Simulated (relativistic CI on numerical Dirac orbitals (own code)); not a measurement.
**Gd XXVI (Gd²⁵⁺): levels and lines**

What are the lowest levels and the strongest lines of Gd²⁵⁺? One CI run answers it; further runs change one setting each.

Method: Dirac-Coulomb-Breit CI, KLI orbitals optimised for each configuration, model QED (radiative potential, 1s self-energy scaled to tabulated hydrogen-like ionisation energies). Code: relativistic CI on numerical Dirac orbitals (own code) version 4.

### Step 1. Starting point

- ion: Gd²⁵⁺ (Gd XXVI)
- nuclear charge: 64
- electrons: 39
- isotope: A = 158
- first configuration typed: [Kr] 4d3

Outer shells as boxes (Hund's rule):

first configuration typed
```
[Kr] core
4d [↑ ][↑ ][↑ ][  ][  ]
```

### Step 2. Base run

Input settings:

```ini
atom Gd  Z=64  charge=25  electrons=39
nucleus A=158  rms_radius_fm=5.1569
hamiltonian dirac-coulomb  breit=on  qed=on  c_scale=1
orbitals kli  potential=per-configuration
slater_scale 1
correlation none
mixing on
configurations
  [Kr] 4d3
  [Ar] 3d10 4s2 4p5 4d4
  [Kr] 4d2 4f
  [Ar] 3d10 4s 4p6 4d4
  [Ar] 3d10 4s2 4p5 4d3 4f
  [Ar] 3d10 4s 4p6 4d3 4f
  [Kr] 4d2 5s
  [Kr] 4d2 5p
  [Kr] 4d 4f 5s
  [Kr] 4d2 5d
  [Ar] 3d10 4s2 4p5 4d3 5s
  [Kr] 4d 5s 5p
  [Kr] 4d2 5f
  [Ar] 3d10 4s2 4p5 4d3 5p
  [Kr] 4d2 5g
  [Ar] 3d10 4p6 4d4 4f
  [Kr] 4d2 6s
  [Ar] 3d10 4s 4p6 4d2 4f 5s
  [Ar] 3d10 4s 4p6 4d3 5s
  [Kr] 4d2 6p
  [Kr] 4d2 6f
  [Kr] 4d2 7p
  [Kr] 4d 4f2
  [Kr] 4f3
  [Ar] 3d10 4s2 4p5 4d 4f3
  [Ar] 3d10 4s 4p6 4d 4f3
  [Kr] 4f2 5s
  [Kr] 4d 5s2
  [Kr] 4f 5s2
  [Ar] 3d10 4s2 4p5 4d 4f 5s2
  [Ar] 3d10 4s 4p6 4d 4f 5s2
  [Kr] 4d 5p2
  [Kr] 4f 5p2
  [Ar] 3d10 4s2 4p5 4d 4f 5p2
  [Ar] 3d10 4s 4p6 4d 4f 5p2
  [Kr] 5s 5p2
end
```

Launch:

```console
> python run_levels.py task.json out
```

task.json lists these runs, among others, and the program works through them in turn.

### Step 3. Slater integrals scaled by 0.9

Changes to the settings of step 2:

```diff
@@ -4,3 +4,3 @@
 orbitals kli  potential=per-configuration
-slater_scale 1
+slater_scale 0.9
 correlation none
```

### Step 4. The first 3 configurations alone

Input settings:

```ini
atom Gd  Z=64  charge=25  electrons=39
nucleus A=158  rms_radius_fm=5.1569
hamiltonian dirac-coulomb  breit=on  qed=on  c_scale=1
orbitals kli  potential=per-configuration
slater_scale 1
correlation none
mixing on
configurations
  [Kr] 4d3
  [Ar] 3d10 4s2 4p5 4d4
  [Kr] 4d2 4f
end
```

### Step 5. The first configuration alone

Changes to the settings of step 4:

```diff
@@ -9,4 +9,2 @@
   [Kr] 4d3
-  [Ar] 3d10 4s2 4p5 4d4
-  [Kr] 4d2 4f
 end
```

(Steps that only read results are left out.)

Before running it: what results should come out? Wanted: lowest level; first excitation; lowest level of the other parity; fastest E1 line; ionisation energy.

As calculated:

| run | time | mean size of shift, levels followed (cm⁻¹) | lowest level | ionisation energy (eV) |
| --- | --- | --- | --- | --- |
| main run | 16 s | 0 | 4d3 [4d3/2^3] J=3/2 | 851.12 |
| Slater integrals scaled by 0.9 | 15 s | 1717 | 4d3 [4d3/2^3] J=3/2 | 851.00 |
| the first 3 configurations alone | 0.41 s | 1601 | 4d3 [4d3/2^3] J=3/2 | - |
| the first configuration alone | 0.085 s | 1601 | 4d3 [4d3/2^3] J=3/2 | - |

The tabulated theoretical ionisation energy (NIST) is 851 eV.

```
                                                                         quantity                                          value
                                                                     lowest level                            4d3 [4d3/2^3] J=3/2
                                                                 first excitation                          4d3 4F5/2, 43381 cm⁻¹
                                                 lowest level of the other parity  4p5 4d4 [4p3/2^3 4d3/2^4] J=3/2°, 973647 cm⁻¹
                                                              levels in the model                                           9541
fastest E1 line (by rate) to the lowest level among the lowest 400 of 9541 levels        6.870 nm, from 4d2 4f 4G°5/2 + 2D° (ii)
                                                                ionisation energy                                      851.12 eV
                                  ionisation energy, tabulated theoretical (NIST)                                         851 eV
```

In words: The lowest level is 4d3 [4d3/2^3] J=3/2, 65 % pure in LS and 87 % in jj coupling; over the low levels the means are 66 and 87 %, so jj coupling describes them better. The ionisation energy agrees with the tabulated theoretical value within its uncertainty of 4 eV. The largest mover is «Slater integrals scaled by 0.9» (1717 cm⁻¹ on average). Lifetimes count radiative decay inside the model alone.
